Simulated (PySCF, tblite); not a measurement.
**C3H14BNSi3: geometry, infrared bands and NMR shifts**

Wanted: the infrared bands and NMR shifts of C3H14BNSi3 (`CB[Si@H]1NCC[SiH2][SiH2]1`), by calculation.

The runs use tblite 0.8.0 and PySCF 2.14.0, with density-fitted response routines of our own; the level of theory stands in each step. All values are computed, except where a source is named. Atoms are numbered from 0 throughout.

### Step 1. The molecule as given

22 atoms, charge 0, multiplicity 1; geometry from: force field or distance geometry start.

Bonds of the start (Å): C0–B1 1.60, B1–Si2 1.94, Si2–N3 1.78, N3–C4 1.46, C4–C5 1.53, C5–Si6 1.87, Si6–Si7 2.24, Si7–Si2 2.20, C0–H8 1.09, C0–H9 1.12, C0–H10 1.12, B1–H11 1.20, Si2–H12 1.48, N3–H13 1.04, C4–H14 1.09, C4–H15 1.12, C5–H16 1.11, C5–H17 1.10, Si6–H18 1.47, Si6–H19 1.45, Si7–H20 1.46, Si7–H21 1.48.

### Step 2. Optimising the geometry with GFN2-xTB

What the job is given:

```
{"job": {"kind": "relax", "xc": "GFN2-xTB", "basis": "xTB"}, "charge": 0, "multiplicity": 1}
C     -2.999100    -0.735700    -0.454300
B     -2.558700     0.660500     0.187200
Si    -0.712400     1.059300     0.640400
N     -0.027600    -0.354100     1.480900
C      1.417900    -0.212500     1.363500
C      1.962900    -1.165400     0.299900
Si     1.987000    -0.251000    -1.335500
Si     0.594200     1.486700    -1.076100
H     -2.240700    -1.109200    -1.147400
H     -4.010000    -0.582200    -0.915300
H     -3.192500    -1.426500     0.406100
H     -3.371500     1.113300     0.939800
H     -0.676800     2.217100     1.554600
H     -0.317200    -1.197700     0.942900
H      1.919700    -0.339900     2.327100
H      1.662900     0.814800     0.990300
H      2.990600    -1.421200     0.625700
H      1.306000    -2.043400     0.215500
H      3.361800     0.189000    -1.594200
H      1.538200    -1.110500    -2.418200
H     -0.099700     1.798900    -2.320100
H      1.454800     2.629200    -0.713500
```

The run is started by

```bash
$ OMP_NUM_THREADS=1 python probes_run.py task.json out
```

The driver reads the jobs from task.json and runs them one after another.

**Question.** This job is followed by: GFN2-xTB harmonic vibrations, gas phase; GIAO PBE0/pcSseg-1 NMR shielding, non-relativistic, gas phase. Predict these results of the whole session: strongest single infrared mode (GFN2-xTB); zero-point energy (GFN2-xTB); ¹³C shifts against TMS (PBE0/pcSseg-1); ¹H shifts against TMS (PBE0/pcSseg-1, means over atoms taken as alike); ¹¹B shifts against BF3·OEt2 (PBE0/pcSseg-1); ²⁹Si shifts against TMS (PBE0/pcSseg-1); ¹⁵N shifts against NH3 (PBE0/pcSseg-1); surface potential, 1st and 99th percentile.

As calculated:

| quantity | value |
| --- | --- |
| strongest single infrared mode (GFN2-xTB) | 2166 cm⁻¹, 716 km/mol |
| zero-point energy (GFN2-xTB) | 100.9 kcal/mol |
| ¹³C shifts against TMS (PBE0/pcSseg-1) | 44.7, 19.5, 12.1 ppm |
| ¹H shifts against TMS (PBE0/pcSseg-1, means over atoms taken as alike) | 9.85, 5.96, 4.32, 4.27, 3.66, 3.02, 3.01, 2.68, 1.71, 1.04, 0.35, -0.84 ppm |
| ¹¹B shifts against BF3·OEt2 (PBE0/pcSseg-1) | 108.8 ppm |
| ²⁹Si shifts against TMS (PBE0/pcSseg-1) | -47.2, -76.9, -152.2 ppm |
| ¹⁵N shifts against NH3 (PBE0/pcSseg-1) | 12.1 ppm |
| surface potential, 1st and 99th percentile | -0.89 V and 1.41 V |

**Reading.** The optimisation took 199 steps and gained 1.329 eV; among the close pairs (by a distance rule), Si2–Si7 changed most, from 2.199 to 2.357 Å. The lowest mode is imaginary (24i cm⁻¹), so the xTB geometry is not a minimum. The strongest single mode, at 2166 cm⁻¹, is spread over several atoms, H19, H21, H18 among them. Unscaled tight-binding wavenumbers are off by several per cent, some by more. Its intensities can rank the bands wrongly. The most deshielded carbon is C4 (sp3 CH2 bonded to N), at 44.7 ppm: pulled downfield by the heteroatom. At PBE0/pcSseg-1: The largest span, 255 ppm, is at B1, where the paramagnetic term is -205 ppm. At PBE0/pcSseg-1, counted by nearest atom on the grid, the HOMO lies on N3 48 %; Si7 11 %, the LUMO on B1 51 %; H11 11 %.
